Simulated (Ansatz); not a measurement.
**CH₅F₂NSi: how energies converge with the basis set**

An exercise on one series of results from a longer session: the logs are not shown, and one member is left open.

Computed with Ansatz 0.2.0, Gaussian basis. Level: one geometry, several basis sets.

Plan: PBE0-D4/def2-SVP; ωB97M-V/def2-SVP; PBE0-D4/def2-QZVPP; ωB97M-V/def2-QZVPP; the functionals' def2-TZVPP values are taken from earlier runs.

### The relaxed structure

An earlier PBE0-D4 in a triple-zeta def2 set relaxation fixed the geometry.

SMILES `N[SiH](F)CF`, 10 atoms, charge 0, spin multiplicity 1.

Atoms are counted from 1 here; the program's logs count them from 0.

Bond lengths: N1–Si2 1.691 Å, N1–H6 1.006 Å, N1–H7 1.007 Å, Si2–F3 1.605 Å, Si2–C4 1.885 Å, Si2–H8 1.481 Å, C4–F5 1.397 Å, C4–H9 1.095 Å, C4–H10 1.094 Å. Angles: Si2–N1–H6 122.9°, Si2–N1–H7 120.0°, H6–N1–H7 112.3°, N1–Si2–F3 114.6°, N1–Si2–C4 106.7°, N1–Si2–H8 110.3°, F3–Si2–C4 107.5°, F3–Si2–H8 105.3°, C4–Si2–H8 112.5°, Si2–C4–F5 109.4°, Si2–C4–H9 111.0°, Si2–C4–H10 112.3°, F5–C4–H9 107.9°, F5–C4–H10 108.0°, H9–C4–H10 108.0°.

The first run:

in.yaml

```yaml
crystal:
  periodic: [false, false, false]
  atoms:
    - {symbol: N, position_ang: [-1.208502, -0.232600, 0.993747]}
    - {symbol: Si, position_ang: [0.391705, -0.425784, 0.480748]}
    - {symbol: F, position_ang: [1.484903, 0.270753, 1.426398]}
    - {symbol: C, position_ang: [0.517334, 0.379113, -1.219584]}
    - {symbol: F, position_ang: [-0.233834, 1.556920, -1.233352]}
    - {symbol: H, position_ang: [-1.584715, -0.704233, 1.798409]}
    - {symbol: H, position_ang: [-1.707680, 0.615895, 0.779951]}
    - {symbol: H, position_ang: [0.754177, -1.861541, 0.457594]}
    - {symbol: H, position_ang: [0.120744, -0.281893, -1.997556]}
    - {symbol: H, position_ang: [1.548869, 0.632270, -1.483455]}
basis:
  gaussian: {orbitals: def2-SVP}
hamiltonian: {xc: pbe0, dispersion: d4}
output: {orbitals: {seedname: orbitals}}
```

Steps of the session up to this table: PBE0-D4 in def2-SVP; ωB97M-V in def2-SVP; PBE0-D4 in def2-QZVPP; ωB97M-V in def2-QZVPP.

One of the session's tables, all rows but one given; the rest of the session is left out.

It belongs to the step «Functionals by basis». 

| functional | basis | HOMO (eV) | LUMO (eV) |
| --- | --- | --- | --- |
| PBE0-D4 | def2-SVP | -7.92 | 1.09 |
| PBE0-D4 | def2-TZVPP | -8.14 | 0.35 |
| PBE0-D4 | def2-QZVPP | -8.19 | 0.11 |
| ωB97M-V | def2-SVP | -10.35 | 2.96 |
| ωB97M-V | def2-TZVPP | ? | ? |
| ωB97M-V | def2-QZVPP | -10.63 | 1.51 |

**Question.** Estimate the row for ωB97M-V, def2-TZVPP.

**Answer.** HOMO (eV): -10.58; LUMO (eV): 1.96. In the column «HOMO (eV)» it lies between ωB97M-V, def2-QZVPP (-10.63) and ωB97M-V, def2-SVP (-10.35).
